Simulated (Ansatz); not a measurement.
# A workflow on GaH2Cl (SMILES [Cl][GaH2])

Wanted: a structure relaxation (singlet GaH2Cl, PBE0/aug-cc-pVDZ), then vibrational wavenumbers (singlet GaH2Cl, PBE0/aug-cc-pVDZ), then the energy (singlet GaH2Cl, MP2/6-31G), then a single-point energy (doublet GaH2Cl+, UMP2/6-31G) of ClGaH2. 

Program for the calculation: Ansatz 0.2.0.

## (1) The structure to begin with

The species is GaH2Cl (4 atoms), meant as a singlet with charge 0. As SMILES, `[Cl][GaH2]`. The shape comes from a force field and isn't a relaxed structure. The run starts from this shape.

Bond lengths: Cl1–Ga2 2.200 Å, Ga2–H3 1.385 Å, Ga2–H4 1.429 Å. Angles: Cl1–Ga2–H3 105.8°, Cl1–Ga2–H4 120.1°, H3–Ga2–H4 134.0°.

## (2) A structure relaxation at PBE0/aug-cc-pVDZ (run 1)

job.yaml reads:

```yaml
basis:
  gaussian: {orbitals: aug-cc-pVDZ}
crystal:
  periodic: [false, false, false]
  atoms:
    - {symbol: Cl, position_ang: [-1.693100, 0.409500, -0.784700]}
    - {symbol: Ga, position_ang: [0.270200, -0.045500, 0.098400]}
    - {symbol: H, position_ang: [0.484000, -1.394300, -0.130100]}
    - {symbol: H, position_ang: [0.994500, 0.970100, 0.796100]}
hamiltonian: {xc: pbe0}
relax: {}
```

Command:

```sh
ansatz run job.yaml --threads 1 --pin off --max-ram 2610MiB --events-out events.jsonl --progress --plain --runs-dir runs
```

What it wrote:

```text
Warning: RAYON_NUM_THREADS=1 ignored (pool sized by the plan → 1); use --threads N
The last accepted step is kept in runs//last_step.txt (removed where the run ends without a failure and the disk answers)
[... 52 lines left out ...]
Total energy: -64922.53994486 eV, -2385.8593368954 hartree
[... 4 lines left out ...]
Dipole moment:     0.399365    -0.121115     0.177099 e Å
```

Wall time 19 s (1 thread of Intel Xeon Platinum 8375C at 2.90GHz (Ice Lake), shared host); peak memory 0.18 GiB.

Steps, from the record of the run:

| step | energy from the first frame kept (eV) | largest force (eV/Å) |
| --- | --- | --- |
| 1 | 0.0000 | 3.7423 |
| 2 | -0.4077 | 1.0719 |
| 3 | -0.4500 | 0.5705 |
| 4 | -0.4615 | 0.0429 |
| 5 | -0.4617 | 0.0315 |
| 6 | -0.4618 | 0.0005 |

After the run. Bond lengths: Cl1–Ga2 2.171 Å, Ga2–H3 1.556 Å, Ga2–H4 1.556 Å. Angles: Cl1–Ga2–H3 114.6°, Cl1–Ga2–H4 114.6°, H3–Ga2–H4 130.8°.

## (3) Vibrational wavenumbers at PBE0/aug-cc-pVDZ (run 2)

run.yaml reads:

```yaml
crystal:
  periodic: [false, false, false]
  atoms:
    - {symbol: Cl, position_ang: [-1.705642, 0.506630, -0.767877]}
    - {symbol: Ga, position_ang: [0.206735, -0.073508, 0.080399]}
    - {symbol: H, position_ang: [0.584339, -1.567286, -0.134888]}
    - {symbol: H, position_ang: [0.970168, 1.073964, 0.802066]}
basis:
  gaussian: {orbitals: aug-cc-pVDZ}
hamiltonian: {xc: pbe0}
phonons: {}
```

Command:

```sh
ansatz run run.yaml --threads 1 --pin off --max-ram 2610MiB --events-out events.jsonl --progress --plain --runs-dir runs
```

What it wrote:

```text
Warning: RAYON_NUM_THREADS=1 ignored (pool sized by the plan → 1); use --threads N
[... 140 lines left out ...]
Total energy: -64922.53994925 eV, -2385.8593370569 hartree
[... 4 lines left out ...]
Dipole moment:     0.399366    -0.121114     0.177099 e Å
Vibrations: 404.32 498.70 619.79 727.08 2014.67 2027.26 cm⁻¹, zero-point energy 0.390043 eV
```

Run time: 50 s. Hardware: 1 thread of Intel Xeon Platinum 8375C at 2.90GHz (Ice Lake), shared host; peak memory 0.18 GiB.

## (4) The energy at MP2/6-31G (run 3)

molecule.yaml reads:

```yaml
crystal:
  periodic: [false, false, false]
  atoms:
    - symbol: Cl
      position_ang: [-1.705642, 0.506630, -0.767877]
    - symbol: Ga
      position_ang: [0.206735, -0.073508, 0.080399]
    - symbol: H
      position_ang: [0.584339, -1.567286, -0.134888]
    - symbol: H
      position_ang: [0.970168, 1.073964, 0.802066]
basis:
  gaussian: {orbitals: 6-31G}
correlation: {method: mp2}
output: {orbitals: {seedname: orbitals}}
```

Command:

```sh
ansatz run molecule.yaml --threads 1 --pin off --max-ram 2610MiB --events-out events.jsonl --progress --plain --runs-dir runs
```

What it wrote:

```text
Warning: RAYON_NUM_THREADS=1 ignored (pool sized by the plan → 1); use --threads N
Functional definition: HF
  name "HF"
  exchange = exact_x
  correlation = 0
457 factors; integrals over basis functions are off by at most 6.1e-4 eV
mean field evaluation 1: about -64859.8214 eV, gradient 1.4e1 eV
mean field evaluation 2: about -64859.8566 eV, gradient 1.4e1 eV
mean field evaluation 4: about -64860.6160 eV, gradient 1.5e0 eV
mean field evaluation 8: about -64860.6263 eV, gradient 2.4e-5 eV
mean field -64860.62628065 eV, -2383.5840517024 hartree, gradient 9.6e-6 eV, S^2 0.000000; 0 other end points of the search recorded, 0 dependent functions left out
14 core orbitals not correlated: weight in the atoms' cores, before any rotation towards them, 1.000 or more for the frozen orbitals, at most 0.000 for the correlated occupied ones
reference -64860.62628065 eV, -2383.5840517024 hartree; 11, 11 occupied and 21, 21 virtual orbitals, 457 factors
second order -6.78887365 eV of doubles, -0.00000000 eV of singles
Total energy: -64867.41515430 eV, -2383.8335382074 hartree
```

Wall time 0.48 s (1 thread of Intel Xeon Platinum 8375C at 2.90GHz (Ice Lake), shared host).

## (5) The doublet cation: a single-point energy at UMP2/6-31G (run 4)

job.yaml reads:

```yaml
crystal:
  periodic: [false, false, false]
  atoms:
    - {symbol: Cl, position_ang: [-1.705642, 0.506630, -0.767877]}
    - {symbol: Ga, position_ang: [0.206735, -0.073508, 0.080399]}
    - {symbol: H, position_ang: [0.584339, -1.567286, -0.134888]}
    - {symbol: H, position_ang: [0.970168, 1.073964, 0.802066]}
basis:
  gaussian:
    orbitals: 6-31G
total_charge: 1
magnetization:
  spin_polarized: true
  initial_magnetization: 1
correlation:
  method: mp2
```

Command:

```sh
ansatz run job.yaml --threads 1 --pin off --max-ram 2610MiB --events-out events.jsonl --progress --plain --runs-dir runs
```

What it wrote, shortened:

```text
Warning: RAYON_NUM_THREADS=1 ignored (pool sized by the plan → 1); use --threads N
[... 2 set-up lines as earlier in the session ...]
[...]
457 factors; integrals over basis functions are off by at most 6.1e-4 eV
[...]
mean field -64850.25770598 eV, -2383.2030136114 hartree, gradient 5.1e-6 eV, S^2 0.754746; 8 other end points of the search recorded, 0 dependent functions left out
14 core orbitals not correlated: weight in the atoms' cores, before any rotation towards them, 1.000 or more for the frozen orbitals, at most 0.000 for the correlated occupied ones
reference -64850.25770598 eV, -2383.2030136114 hartree; 11, 10 occupied and 21, 22 virtual orbitals, 457 factors
second order -6.37736729 eV of doubles, -0.00000000 eV of singles
Total energy: -64856.63507327 eV, -2383.4373775365 hartree
```

Run time: 1.3 s. Hardware: 1 thread of Intel Xeon Platinum 8375C at 2.90GHz (Ice Lake), shared host; peak memory 0.12 GiB.

## (6) What came out

| quantity | value |
| --- | --- |
| run 1, PBE0/aug-cc-pVDZ: total energy at the end | -2385.85934 Eh |
| run 1, PBE0/aug-cc-pVDZ: dipole moment | 2.18 D |
| run 2, PBE0/aug-cc-pVDZ: largest force on an atom | 0.000 eV/Å |
| run 2, PBE0/aug-cc-pVDZ: lowest harmonic wavenumber | 404 cm⁻¹ |
| run 2, PBE0/aug-cc-pVDZ: highest harmonic wavenumber | 2027 cm⁻¹ |
| run 2, PBE0/aug-cc-pVDZ: zero-point energy | 37.6 kJ/mol |
| run 3, MP2/6-31G: total energy | -2383.83354 Eh |
| run 3, MP2/6-31G: HOMO energy (Hartree–Fock orbitals) | -11.63 eV |
| run 3, MP2/6-31G: LUMO energy (Hartree–Fock orbitals) | 0.56 eV |
| run 3, MP2/6-31G: HOMO–LUMO gap (Hartree–Fock orbitals) | 12.19 eV |
| run 3, MP2/6-31G: correlation energy (14 core orbitals frozen) | -249.5 mEh |
| doublet cation: total energy | -2383.43738 Eh |
| doublet cation: correlation energy (14 core orbitals frozen) | -234.4 mEh |
| doublet cation: ⟨S²⟩ of the reference determinant | 0.755 |
| vertical ionisation energy (to the doublet cation) | 10.780 eV |

**Reading.** Removing an electron at fixed nuclei costs 10.78 eV (1040 kJ/mol). The optimisation (run 1, PBE0/aug-cc-pVDZ) took 5 steps and changed the energy by -0.462 eV. Mulliken charges (run 1, PBE0/aug-cc-pVDZ) run from -0.41 on Cl1 to +0.15 on Ga2; in a basis this large or diffuse they mean little. All 6 modes (run 2, PBE0/aug-cc-pVDZ) are real, so the shape is a minimum at this level.
